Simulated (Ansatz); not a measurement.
# BrCl2H2In (built from SMILES [Cl][In]([Cl])[Br].[H][H]): a short trajectory

The task is to watch the atoms for 60 steps of 0.75 fs, started with velocities for 300 K and run at constant energy, and see to which side of the barrier the system falls.

Method: revPBE-D4/def2-SVP; program: Ansatz 0.2.0, Gaussian basis.

**1. Where the work starts**

The start, a first-order saddle point found at PBE0-D4 in triple zeta: 6 atoms, charge 0, spin multiplicity 1.

Atoms are counted from 1 here; the program's logs count them from 0.

Bond lengths: In1–Br2 2.778 Å, In1–Cl3 2.298 Å, In1–Cl4 2.298 Å, In1–H5 2.113 Å, In1–H6 1.850 Å, Br2–H5 1.659 Å. Angles: Br2–In1–Cl3 109.7°, Br2–In1–Cl4 109.7°, Br2–In1–H5 36.6°, Br2–In1–H6 69.1°, Cl3–In1–Cl4 123.6°, Cl3–In1–H5 117.9°, Cl3–In1–H6 115.4°, Cl4–In1–H5 117.9°, Cl4–In1–H6 115.4°, H5–In1–H6 32.5°, In1–Br2–H5 49.4°, In1–H5–Br2 94.1°.

Geometry (Å):

| atom | x (Å) | y (Å) | z (Å) |
| --- | --- | --- | --- |
| In1 | -0.3267 | -0.0091 | -0.5567 |
| Br2 | 0.6223 | -0.9372 | 1.8840 |
| Cl3 | 0.6357 | -1.2042 | -2.2677 |
| Cl4 | -2.5828 | 0.4023 | -0.4055 |
| H5 | 0.8851 | 0.5001 | 1.0983 |
| H6 | 0.7663 | 1.2482 | 0.2476 |

**2. The run**

File md/in.yaml:

```yaml
crystal:
  periodic: [false, false, false]
  atoms:
    - {symbol: In, position_ang: [-0.326687, -0.009090, -0.556748]}
    - {symbol: Br, position_ang: [0.622306, -0.937189, 1.884048]}
    - {symbol: Cl, position_ang: [0.635738, -1.204245, -2.267743]}
    - {symbol: Cl, position_ang: [-2.582788, 0.402349, -0.405464]}
    - {symbol: H, position_ang: [0.885088, 0.500075, 1.098273]}
    - {symbol: H, position_ang: [0.766341, 1.248200, 0.247634]}
basis:
  gaussian: {orbitals: def2-SVP}
hamiltonian: {xc: {name: revPBE}, dispersion: d4}
md: {n_steps: 60, timestep: 0.75, temperature: 300, ensemble: nve, seed: 627, initial_velocities: maxwell_boltzmann}
```

Launch:

```sh
> ansatz run in.yaml --threads 8 --pin off --events-out ev --progress --plain --max-ram 19148MiB
```

**Question.** What will these runs give? Wanted: temperature at the start; mean temperature, second half; lowest and highest potential energy, from the first frame; largest change of potential + kinetic; bonds lost by distance; bonds made by distance.

As calculated:

```
                                                 quantity              value
                                                   length  60 steps, 45.0 fs
                                 temperature at the start              300 K
                            mean temperature, second half             1926 K
lowest and highest potential energy, from the first frame    -912 and 67 meV
                    largest change of potential + kinetic            2.9 meV
                                   bonds lost by distance     In1–H6, Br2–H5
                                   bonds made by distance              H5–H6
```

What this shows: By the last frame it has moved back towards the start side of the step. The system runs downhill by 0.91 eV, and that energy turns into motion. With no thermostat the total energy should stay fixed; it holds within 2.9 meV, small beside the kinetic energy, so the time step serves. With 6 atoms the instant temperature spans 172 to 2058 K.
